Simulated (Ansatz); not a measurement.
# Ta (bcc): the cost of one run

Computed with Ansatz 0.2.0 (DFT PBE, scalar-relativistic, plane waves, norm-conserving pseudopotentials, unless a step's input says otherwise).

### Step 1. Starting point

The structure is cubic, space group Im-3m (No. 229). The conventional cell has a = 3.335 Å, b = 3.335 Å, c = 3.335 Å, α = 90.00°, β = 90.00°, γ = 90.00°. Ta (site symmetry m-3m) is surrounded by 8 Ta at 2.89 Å.

Structure file:

```cif
data_structure
_symmetry_space_group_name_H-M 'Im-3m'
_symmetry_Int_Tables_number 229
_cell_length_a 3.3347
_cell_length_b 3.3347
_cell_length_c 3.3347
_cell_angle_alpha 90.000
_cell_angle_beta 90.000
_cell_angle_gamma 90.000
_cell_volume 37.08
loop_
_atom_site_label
_atom_site_type_symbol
_atom_site_symmetry_multiplicity
_atom_site_Wyckoff_symbol
_atom_site_fract_x
_atom_site_fract_y
_atom_site_fract_z
_atom_site_occupancy
Ta1 Ta 2 a 0.00000 0.00000 0.00000 1
```

### Step 2. Volume × 1.03

Contents of input.yaml:

```yaml
crystal:
  lattice:
    - [-1.6673475978, 1.6673475978, 1.6673475978]
    - [1.6673475978, -1.6673475978, 1.6673475978]
    - [1.6673475978, 1.6673475978, -1.6673475978]
  atoms:
    - { symbol: Ta, position: [0.0, 0.0, 0.0] }
scf:
  occupations: { method: gaussian, width: 0.05 }
output:
  forces: true
  stress: true
  eigenvalues: true
  write_density: true
  write_potential: true
  elf: true
  volumetric_format: npy
hamiltonian:
  xc: pbe
  pseudopotentials: { kind: nc }
kpoints:
  mp_grid: { grid: [22, 22, 22] }
```

Started as:

```console
$ ansatz run input.yaml --threads 1 --pin off --max-ram 4096MiB --backend cpu --events-out ev --progress --plain --runs-dir out
```

**Question.** How long does this run take on 1 thread of Intel Xeon Platinum 8375C at 2.90GHz (Ice Lake), shared host, and how much memory does it need?

About 15 s, with a peak of 0.49 GiB.
